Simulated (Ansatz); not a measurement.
GaSb3:

```
Sb Ga
1.0
     0.00000    3.73060    3.73060
     3.73060    0.00000    3.73060
     3.73060    3.73060    0.00000
Sb Ga
3 1
Direct
  0.50000 0.50000 0.50000
  0.75000 0.75000 0.75000
  0.25000 0.25000 0.25000
  0.00000 0.00000 0.00000
```

The cell comes from a database or a generator and needn't be the stable form of this composition.

| Item | Value |
| --- | --- |
| Program | Ansatz 0.2.0 |
| Task | single point |
| Functional | PBEsol |
| Potentials or basis | Ansatz PAW |
| Cutoff | 420 eV (not typed: the program's choice for these potentials) |
| k mesh | 6 × 6 × 6 |
| Occupations | fermi-dirac, width 0.05 eV |
| Spin | no spin polarisation |

On this cell: pressure -3.4 GPa; largest force zero by symmetry; band gap on the k mesh none (metal or under the smearing width).

The same run follows on a disturbed copy (atoms moved at random, drawn with an rms of 0.05 Å):

```
CELL_PARAMETERS angstrom
0.00000 3.73060 3.73060
3.73060 0.00000 3.73060
3.73060 3.73060 0.00000
ATOMIC_POSITIONS crystal
Sb 0.50031 0.50350 0.49744
Sb 0.75419 0.75328 0.75013
Sb 0.24185 0.26492 0.25236
Ga 0.00685 0.00417 0.99441
```

Task: What does the disturbed cell give?

Result: The energy (extrapolated to zero smearing) moves by +0.1 meV/atom; pressure -3.4 GPa; largest force 0.044 eV/Å; band gap on the k mesh none (metal or under the smearing width).

Forces in eV/Å, atoms in the order of the input:
```
Sb  -0.006  0.012  0.019
Sb   0.037 -0.022 -0.008
Sb  -0.024  0.018  0.002
Ga  -0.007 -0.007 -0.013
```

Stress tensor (GPa, compression positive):
```
-3.42 -0.01 -0.28
-0.01 -3.40  0.39
-0.28  0.39 -3.43
```

Caveats: the PAW data sets come from PBE, with cores solved anew for the run's functional, which leaves a small shift of forces and pressure.
